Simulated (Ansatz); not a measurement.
# GeNH2 (doublet): wave-function methods side by side at twist about Ge1–N2 = 75.1°, cc-pVDZ

The task here is to estimate one member of a computed series from the others.

The runs use Ansatz 0.2.0, Gaussian basis; cc-pVDZ, core rule «outside noble gas», up to 15 orbitals frozen.

Plan: UHF; CCSD(T) on ROHF; CCSD(T) on UHF; BCCD(T) on ROHF; CISD; CCSDT(Q) on ROHF; CCSDT(Q) on UHF; CASSCF and MRCISD+Q, 3 electrons in 3 orbitals; CASSCF and NEVPT2, 3 electrons in 3 orbitals; CASSCF and MRCISD+Q, 11 electrons in 10 orbitals; CASSCF and NEVPT2, 11 electrons in 10 orbitals.

41 further runs of the same task are left out: 18 for a known fault of the program, 4 for a mislabelled method, 14 that didn't finish, 5 set aside as unsound or not needed.

**What is computed**

The geometry derives from a PBE0/def2-TZVP stationary point (not a proven minimum). One half is turned about the bond named; the halves are rigid. No spin-orbit coupling is included. The filled d shell of Ge may be among the frozen orbitals whatever the setting's name suggests; the logs give the count.

4 atoms, charge 0, spin multiplicity 2.

Atoms are counted from 1 here; the program's logs count them from 0.

Bond lengths: Ge1–N2 1.713 Å, Ge1–H3 1.581 Å, N2–H4 1.013 Å. Angles: N2–Ge1–H3 106.3°, Ge1–N2–H4 127.4°.

Geometry (Å):

```xyz
4
GeH2N
Ge    0.0088   -0.0573    0.2867
N     0.0088    0.1924   -1.4078
H     0.0088    1.3789    0.9476
H    -0.7696    0.0772   -2.0464
```

Set-up of the first run:

in.yaml

```yaml
crystal:
  periodic: [false, false, false]
  atoms:
    - {symbol: Ge, position_ang: [0.008849, -0.057311, 0.286700]}
    - {symbol: N, position_ang: [0.008849, 0.192437, -1.407781]}
    - {symbol: H, position_ang: [0.008849, 1.378869, 0.947615]}
    - {symbol: H, position_ang: [-0.769564, 0.077206, -2.046406]}
basis:
  gaussian: {orbitals: cc-pVDZ}
magnetization: {spin_polarized: true, initial_magnetization: 1}
hamiltonian: {xc: hf}
output: {orbitals: {seedname: orbitals}}
```

Command:

```sh
> ansatz run in.yaml --threads 1 --pin off --events-out ev --progress --plain --max-ram 2393MiB
```

Steps of the session up to this table: UHF; CCSD(T) on ROHF; CCSD(T) on UHF; BCCD(T) on ROHF; CISD; CCSDT(Q) on ROHF; CCSDT(Q) on UHF; CASSCF and MRCISD+Q, 3 electrons in 3 orbitals; CASSCF and NEVPT2, 3 electrons in 3 orbitals; CASSCF and MRCISD+Q, 11 electrons in 10 orbitals; CASSCF and NEVPT2, 11 electrons in 10 orbitals.

One table of the session follows, with a row left open; its other results are not shown here.

It belongs to the step «Misses and costs». 

```
          method  from RCCSDT(Q) (meV)
            ROHF               +7491.8
             UHF               +7294.4
            RMP2               +1406.9
            UMP2               +1409.1
           RCCSD                +339.4
           UCCSD                +340.4
        RCCSD(T)                 +89.0
        UCCSD(T)                 +93.6
         BCCD(T)                 +75.2
          RCCSDT                 +31.8
          UCCSDT                 +32.3
       RCCSDT(Q)                     0
       UCCSDT(Q)                  -2.2
  CASSCF valence               +4421.1
  NEVPT2 valence                     ?
  MRCISD valence                +363.0
MRCISD+Q valence                 +95.8
```

Q: Estimate the row for NEVPT2 valence from the others.

**Answer.** from RCCSDT(Q) (meV): +1161.4. In the column «from RCCSDT(Q) (meV)» it lies between MRCISD valence (+363.0) and RMP2 (+1406.9).

Not comparable, so not listed: CISD (they don't share determinant, frozen orbitals or solution with the rows shown, or repeat one).

To keep in mind: Left out of the table: CASSCF pair, NEVPT2 pair, MRCISD pair, MRCISD+Q pair (the active space lost an orbital or holds another state than full CI finds). Restricted and unrestricted rows rest on different reference determinants; where their highest levels disagree by more than a few hundredths of an eV, they describe different states and don't form one ladder. Warnings in the runs' records: passed over end.
